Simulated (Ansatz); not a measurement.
# C4H8BN: the cost of one run

Computed with Ansatz 0.2.0 through its Python package. Level of theory: PBE0/def2-SVP.

## 1. The system

Bond lengths: C1–C2 1.308 Å, C2–N3 1.267 Å, N3–B4 1.626 Å, B4–C5 1.572 Å, B4–C6 1.558 Å, C1–H7 1.112 Å, C1–H8 1.021 Å, C5–H9 1.077 Å, C5–H10 1.152 Å, C5–H11 1.086 Å, C6–H12 1.129 Å, C6–H13 1.145 Å, C6–H14 1.112 Å. Angles (14 of 20 angles, heavy atoms first): C1–C2–N3 178.1°, C2–N3–B4 120.8°, N3–B4–C5 118.7°, N3–B4–C6 116.5°, C5–B4–C6 124.7°, C2–C1–H7 115.0°, C2–C1–H8 122.2°, B4–C5–H9 113.0°, B4–C5–H10 109.1°, B4–C5–H11 109.4°, B4–C6–H12 107.7°, B4–C6–H13 110.0°, B4–C6–H14 108.5°, H7–C1–H8 122.7°.

The script holds or builds the structure itself.

## 2. The script

energy_c4h8bn.py reads:

```python
# -*- coding: utf-8 -*-
from pathlib import Path
import logging
import sys

import ansatz as az
from ase import Atoms
import numpy as np

logging.basicConfig(stream=sys.stdout, format="%(levelname)s %(message)s")
log = logging.getLogger("calc")
log.setLevel(logging.INFO)

atoms = Atoms(["C", "C", "N", "B", "C", "C", "H", "H", "H", "H", "H", "H", "H", "H"], positions=[
    (-2.3889, -0.7555, 1.5334),
    (-1.7554, -0.0123, 0.6632),
    (-1.1142, 0.6755, -0.1863),
    (0.4582, 0.3828, -0.478),
    (1.1441, -0.8358, 0.24),
    (1.1498, 1.2926, -1.5368),
    (-3.4473, -0.467, 1.7155),
    (-1.93, -1.5168, 2.0362),
    (0.63, -1.7671, 0.0721),
    (1.1329, -0.657, 1.3775),
    (2.1846, -0.8958, -0.0651),
    (2.2207, 0.9505, -1.6353),
    (0.5874, 1.2332, -2.5322),
    (1.1151, 2.3436, -1.1754),
])
system = az.Crystal.molecule_from_ase(atoms)

model = (
    system.calculation()
    .basis(gaussian="def2-SVP")
    .functional("pbe0")
    .forces()
    .orbitals()
)
print(model.to_yaml())
result = model.run(runs_dir="c4h8bn_runs")
data = result.report

for key in ("converged", "free_energy_ev", "reference_energy_ev", "n_frozen", "n_occupied", "n_virtual"):
    log.info(f"{key:22s} {data[key]}")

field = data["mean_field"]
print("<S^2> =", round(abs(field["state"]["spin_squared"]), 4), " all-electron relativity setting:", field["relativity"])
print("passes:", field["passes"])
if "symmetry" in field:
    print("occupied orbitals by irrep:", field["symmetry"]["occupied"])

symbols = [site.symbol for site in system.cartesian_sites]
log.info("forces (eV/A)")
for symbol, f in zip(symbols, data["forces_ev_ang"]):
    log.info(f"  {symbol:2s} {f[0]:9.4f} {f[1]:9.4f} {f[2]:9.4f}")

charges = data["charge_distribution"]
print("dipole moment", round(4.803205 * float(np.linalg.norm(charges["dipole_moment_e_ang"])), 3), "D")
print("Mulliken:", [(s, round(q, 3)) for s, q in zip(symbols, charges["mulliken_charges_e"])])

lines = Path(data["orbitals_path"]).read_text().splitlines()
field_of = lambda key: [line.split("=")[1].strip() for line in lines if line.startswith(key)]
orbitals = [(27.211386 * float(e), s, float(n)) for e, s, n in zip(field_of("Ene="), field_of("Spin="), field_of("Occup="))]
homo = max(e for e, _, n in orbitals if n > 0.5)
lumo = min(e for e, _, n in orbitals if n < 0.5)
for e, spin, n in sorted(orbitals):
    if homo - 10 < e < lumo + 5:
        log.info(f"{spin:6s} {e:10.3f} eV  occupation {n:.0f}")
```

## 3. The run

Started as:

```console
python energy_c4h8bn.py
```

**Question.** How long does this script take on 1 thread of Intel Xeon 6975P-C (Granite Rapids), shared host, and how much memory does it need?

About 3.7 s, with a peak of 0.33 GiB.
